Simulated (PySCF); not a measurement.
**CH5FOSn (SMILES C[O][SnH2][F]) at 6 levels**

Aim: a comparison of 6 runs (BLYP/def2-SVP, M06-2X/def2-SVP, PBE/def2-SVP, SVWN5/def2-SVP, revPBE/def2-SVP, wB97M-V/def2-SVP) of CH5FOSn. The job is set up through a Python script.

The results are computed with PySCF 2.14.0.

**1. Starting point**

The species is CH5FOSn (9 atoms), meant as a singlet with charge 0. SMILES: `C[O][SnH2][F]`. The shape is that of a PBE0-D4/def2-TZVP optimisation. This is one conformer, not always the lowest.

Bond lengths: C1–O2 1.409 Å, O2–Sn3 1.945 Å, Sn3–F4 1.923 Å, C1–H5 1.093 Å, C1–H6 1.099 Å, C1–H7 1.096 Å, Sn3–H8 1.701 Å, Sn3–H9 1.692 Å. Some angles: C1–O2–Sn3 120.6°, O2–Sn3–F4 105.1°, O2–C1–H5 108.0°, O2–C1–H6 112.6°, O2–C1–H7 111.9°, O2–Sn3–H8 110.5°, O2–Sn3–H9 106.7°, F4–Sn3–H8 104.5°, F4–Sn3–H9 107.3°, H5–C1–H6 107.7°.

**2. The energy at BLYP/def2-SVP (core potential) (run 1)**

Input file input.py:

```python
from pyscf import gto, dft

mol = gto.M(
    atom='''
C    0.518500   1.372900   0.070100
O    0.868000   0.081800  -0.373800
Sn  -0.399500  -1.388400  -0.243800
F   -0.697400  -1.629400   1.640500
H    1.313300   2.060500  -0.231100
H   -0.420600   1.731700  -0.373400
H    0.422100   1.418200   1.160900
H   -1.916000  -0.924300  -0.859900
H    0.399900  -2.769100  -0.806400
''',
    verbose=3,
    basis='def2-svp',
    max_memory=1860,
    ecp={'Sn': 'def2-svp'},
)

myscf = dft.RKS(mol)
myscf.xc = 'blyp'
myscf.conv_tol = 1e-10
myscf.grids.level = 5
myscf.kernel()
if not myscf.converged:
    myscf = myscf.newton().run(myscf.mo_coeff, myscf.mo_occ)

e_final = myscf.e_tot
print('E = %.10f Eh' % e_final)
```

On the command line:

```console
$ OMP_NUM_THREADS=1 python input.py
```

Standard output:

```text
converged SCF energy = -430.201021181136
E = -430.2010211811 Eh
```

Run time: 32 s. Hardware: 1 thread of Intel Xeon at 2.70GHz, shared host; peak memory 0.48 GiB.

**3. A single-point energy at M06-2X/def2-SVP (core potential) (run 2)**

Input file job.py:

```python
from pyscf import gto, dft

system = gto.M(
    atom='''
C      0.979823     2.594405     0.132470
O      1.640282     0.154580    -0.706380
Sn    -0.754946    -2.623696    -0.460715
F     -1.317895    -3.079120     3.100096
H      2.481777     3.893781    -0.436716
H     -0.794819     3.272439    -0.705624
H      0.797653     2.680010     2.193783
H     -3.620715    -1.746674    -1.624975
H      0.755701    -5.232841    -1.523875
''',
    basis='def2-svp',
    verbose=4,
    max_memory=1860,
    ecp={'Sn': 'def2-svp'},
    charge=0,
    unit='bohr',
)

mf = dft.RKS(system, xc='m06-2x')
mf.conv_tol = 1e-10
mf.grids.level = 5
mf.kernel()
if not mf.converged:
    mf = mf.newton().run(mf.mo_coeff, mf.mo_occ)

e_final = mf.e_tot
print('E(%s) = %.9f' % ('M06-2X', e_final))
```

On the command line:

```console
$ OMP_NUM_THREADS=1 python job.py
```

Standard output:

```text
PySCF version 2.14.0

[... 82 lines left out ...]
converged SCF energy = -430.154239759859
E(M06-2X) = -430.154239760
```

Wall time 41 s (1 thread of Intel Xeon at 2.70GHz, shared host); peak memory 0.49 GiB.

Run 3 isn't shown in full; the table further down has it.

**4. A single-point energy at SVWN5/def2-SVP (core potential) (run 4)**

Input file input.py:

```python
from pyscf import gto, dft

system = gto.M(
    atom=[
    ('C', (0.518500, 1.372900, 0.070100)),
    ('O', (0.868000, 0.081800, -0.373800)),
    ('Sn', (-0.399500, -1.388400, -0.243800)),
    ('F', (-0.697400, -1.629400, 1.640500)),
    ('H', (1.313300, 2.060500, -0.231100)),
    ('H', (-0.420600, 1.731700, -0.373400)),
    ('H', (0.422100, 1.418200, 1.160900)),
    ('H', (-1.916000, -0.924300, -0.859900)),
    ('H', (0.399900, -2.769100, -0.806400)),
],
    basis='def2-svp',
    max_memory=1860,
    verbose=3,
    charge=0,
    ecp={'Sn': 'def2-svp'},
)

ks = dft.RKS(system, xc='svwn')
ks.grids.level = 5
ks.conv_tol = 1e-10
ks.kernel()
if not ks.converged:
    ks = ks.newton().run(ks.mo_coeff, ks.mo_occ)

e_tot = ks.e_tot
print(f'total energy: {e_tot:.8f} hartree')
```

On the command line:

```console
$ OMP_NUM_THREADS=1 python input.py
```

Standard output:

```text
converged SCF energy = -428.409484283606
total energy: -428.40948428 hartree
```

It took 15 s on 1 thread of Intel Xeon at 2.70GHz, shared host; peak memory 0.31 GiB.

Run 5 isn't shown in full; the table further down has it.

**5. A single-point energy at wB97M-V/def2-SVP (core potential) (run 6)**

Input file start.xyz:

```xyz
9
CH5FOSn
C      0.518500     1.372900     0.070100
O      0.868000     0.081800    -0.373800
Sn    -0.399500    -1.388400    -0.243800
F     -0.697400    -1.629400     1.640500
H      1.313300     2.060500    -0.231100
H     -0.420600     1.731700    -0.373400
H      0.422100     1.418200     1.160900
H     -1.916000    -0.924300    -0.859900
H      0.399900    -2.769100    -0.806400
```

Input file job.py:

```python
# C[O][SnH2][F]
from pyscf import gto, dft

mol = gto.Mole()
mol.atom = 'start.xyz'
mol.charge = 0
mol.basis = 'def2-svp'
mol.verbose = 3
mol.max_memory = 1860
mol.ecp = {'Sn': 'def2-svp'}
mol.build()

ks = dft.RKS(mol, xc='wb97m-v')
ks.grids.level = 5
ks.conv_tol = 1e-10
ks.nlcgrids.level = 1
ks.kernel()
if not ks.converged:
    ks = ks.newton().run(ks.mo_coeff, ks.mo_occ)

e_tot = ks.e_tot
print('E = %.10f Eh' % e_tot)
```

On the command line:

```console
$ OMP_NUM_THREADS=1 python job.py
```

Standard output:

```text
converged SCF energy = -430.177465033353
E = -430.1774650334 Eh
```

Run time: 2.2 min. Hardware: 1 thread of Intel Xeon at 2.70GHz, shared host; peak memory 0.53 GiB.

**6. All runs side by side**

```
run                              level  nlc grid  energy (Eh)  dipole moment (D)  HOMO energy (eV)  LUMO energy (eV)  wall time
  1     BLYP/def2-SVP (core potential)         –  -430.201021               2.08             -6.11             -1.15       32 s
  2   M06-2X/def2-SVP (core potential)         –  -430.154240               2.44             -9.45              0.68       41 s
  3      PBE/def2-SVP (core potential)         –  -430.069211               2.10             -6.23             -1.19       30 s
  4    SVWN5/def2-SVP (core potential)         –  -428.409484               2.16             -6.34             -1.42       15 s
  5   revPBE/def2-SVP (core potential)         –  -430.281217               2.10             -6.19             -1.11       29 s
  6  wB97M-V/def2-SVP (core potential)         1  -430.177465               2.36            -10.26              1.71    2.2 min
```

**7. Summary of results**

| quantity | value |
| --- | --- |
| run 6: total energy | -430.17747 Eh |
| run 6: dipole moment | 2.36 D |
| run 6: HOMO energy | -10.26 eV |
| run 6: LUMO energy | 1.71 eV |
| run 6: HOMO–LUMO gap | 11.97 eV |

In words: The dipole moment (its size) runs from 2.08 D (BLYP/def2-SVP) to 2.44 D (M06-2X/def2-SVP). The HOMO–LUMO gap runs from 4.92 eV (SVWN5/def2-SVP) to 11.97 eV (wB97M-V/def2-SVP). Totals of different functionals can't be ranked against each other. All runs together took 4.7 min, the longest 2.2 min.
